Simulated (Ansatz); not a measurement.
# Rb2Ir: the cost of one run

Program: Ansatz 0.2.0. Level of theory: DFT PBE, scalar-relativistic, plane waves, PAW. These are calculated values, not measurements.

### Step 1. Starting point

The structure is cubic, space group Fd-3m (No. 227). Conventional cell: a = 9.168 Å, b = 9.168 Å, c = 9.168 Å, α = 90.00°, β = 90.00°, γ = 90.00°. Around Rb (site symmetry -3m) lie 6 Rb at 3.24 Å. Around Ir (site symmetry -43m) lie 12 Rb at 3.80 Å and 4 Ir at 3.97 Å.

Coordinates:

```xyz
6
Lattice="0.0000 4.5841 4.5841 4.5841 0.0000 4.5841 4.5841 4.5841 0.0000" Properties=species:S:1:pos:R:3 pbc="T T T"
Rb    5.7301    5.7301    5.7301
Rb    5.7301    3.4381    3.4381
Rb    3.4381    3.4381    5.7301
Rb    3.4381    5.7301    3.4381
Ir    0.0000    0.0000    0.0000
Ir    2.2920    2.2920    2.2920
```

(A quick probe on a coarse mesh, which set the mesh and smearing, is not shown.)

### Step 3. Full relaxation

File input.yaml:

```yaml
crystal:
  lattice:
    - [0.0, 4.5840941943, 4.5840941943]
    - [4.5840941943, 0.0, 4.5840941943]
    - [4.5840941943, 4.5840941943, 0.0]
  atoms:
    - { symbol: Rb, position: [0.625, 0.625, 0.625] }
    - { symbol: Rb, position: [0.125, 0.625, 0.625] }
    - { symbol: Rb, position: [0.625, 0.625, 0.125] }
    - { symbol: Rb, position: [0.625, 0.125, 0.625] }
    - { symbol: Ir, position: [0.0, 0.0, 0.0] }
    - { symbol: Ir, position: [0.25, 0.25, 0.25] }
basis:
  ecutwfc: 420
kpoints:
  mp_grid: { grid: [8, 8, 8] }
hamiltonian:
  xc: pbe
scf:
  occupations: { method: gaussian, width: 0.1 }
output:
  forces: true
  stress: true
  eigenvalues: true
relax:
  adjacent_minimum: "off"
  f_tol: 0.01
  max_steps: 80
  cell: { stress_tol: 0.05 }
```

Command:

```sh
$ ansatz run input.yaml --threads 1 --pin off --max-ram 2560MiB --backend cpu --events-out ev --progress --plain --runs-dir out
```

What time and memory should one allow on 1 thread of Arm Neoverse V1, shared host?

About 58 s, with a peak of 0.52 GiB.
